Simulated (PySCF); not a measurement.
# ZnCl: the SCF solver's settings

The same problem is solved with other solver options, one edit a run.

Computed with PySCF 2.14.0. Level: each script names its method and basis.

1 further run of the same task is left out (it didn't finish).

### Step 1. Starting geometry

ZnCl: 2 atoms, charge 0, spin multiplicity 2.

Bond lengths: Zn1–Cl2 2.109 Å.

### Step 2. Base script

input.py

```python
from pyscf import gto, scf, mp

mol = gto.M(
    atom='Zn 0 0 0; Cl 0 0 2.109',
    basis='x2c-svpall',
    charge=0,
    spin=1,
    verbose=3,
)
mf = scf.UHF(mol)
mf = mf.sfx2c1e()
mf.kernel()
mp.MP2(mf, frozen=10).kernel()
mf.dip_moment()
print('orbital energies (hartree):', [e[max(0, n-3):n+3].round(4) for e, n in zip(mf.mo_energy, mol.nelec)])
```

Command:

```bash
$ OMP_NUM_THREADS=1 python input.py
```

Its log is not repeated here.

Base result: E(SCF) = -2254.722746 Eh, E(MP2) − E(SCF) = -0.49410 Eh, ⟨S²⟩ = 0.755, μ = 3.23 D (of the SCF density).

The bond length is a typed value, not an optimised one.

### Step 3. Convergence threshold 1e-11 hartree

Run 1 changes convergence threshold: default → 1e-11 hartree.

input.py

```python
from pyscf import gto, scf, mp

mol = gto.M(
    atom='Zn 0 0 0; Cl 0 0 2.109',
    basis='x2c-svpall',
    charge=0,
    spin=1,
    verbose=3,
)
mf = scf.UHF(mol)
mf = mf.sfx2c1e()
mf.conv_tol = 1e-11
mf.kernel()
mp.MP2(mf, frozen=10).kernel()
mf.dip_moment()
print('orbital energies (hartree):', [e[max(0, n-3):n+3].round(4) for e, n in zip(mf.mo_energy, mol.nelec)])
```

Command:

```bash
$ OMP_NUM_THREADS=1 python input.py
```

### Step 4. DIIS space 20

Run 2 changes DIIS space: default → 20.

Edit input.py of step 2 so:

```diff
@@ -11,2 +11,3 @@
 mf = mf.sfx2c1e()
+mf.diis_space = 20
 mf.kernel()
```

### Step 5. Smearing width 0.2 hartree

Run 3 changes smearing width: none → 0.2 hartree; step after the SCF: mp2 → none.

Edit input.py of step 2 so:

```diff
@@ -1,2 +1,2 @@
-from pyscf import gto, scf, mp
+from pyscf import gto, scf
 
@@ -11,4 +11,4 @@
 mf = mf.sfx2c1e()
+mf = scf.addons.smearing_(mf, sigma=0.2, method='fermi')
 mf.kernel()
-mp.MP2(mf, frozen=10).kernel()
 mf.dip_moment()
```

What does the calculation give? Wanted: for each run, E(SCF); from base; gap, α spin; SCF dipole; after the SCF.

The runs gave:

| run | E(SCF) (hartree) | from base (eV) | gap, α spin (eV) | SCF dipole (D) | after the SCF |
| --- | --- | --- | --- | --- | --- |
| base | -2254.722746 | 0 | 12.54 | 3.23 | MP2 correlation -13.445 eV, core frozen |
| convergence threshold 1e-11 hartree | -2254.722746 | 0.0000 | 12.54 | 3.23 | MP2 correlation -13.445 eV, core frozen |
| DIIS space 20 | -2254.722746 | 0.0000 | 12.54 | 3.23 | MP2 correlation -13.445 eV, core frozen |
| smearing width 0.2 hartree (poor choice) | -2253.389173 | not comparable | n/a | 3.30 | n/a |

**Reading.** The SCF energy stays the same, to the digits that matter, with convergence threshold 1e-11 hartree or DIIS space 20. Rows marked «poor choice» come from settings spoiled on purpose.
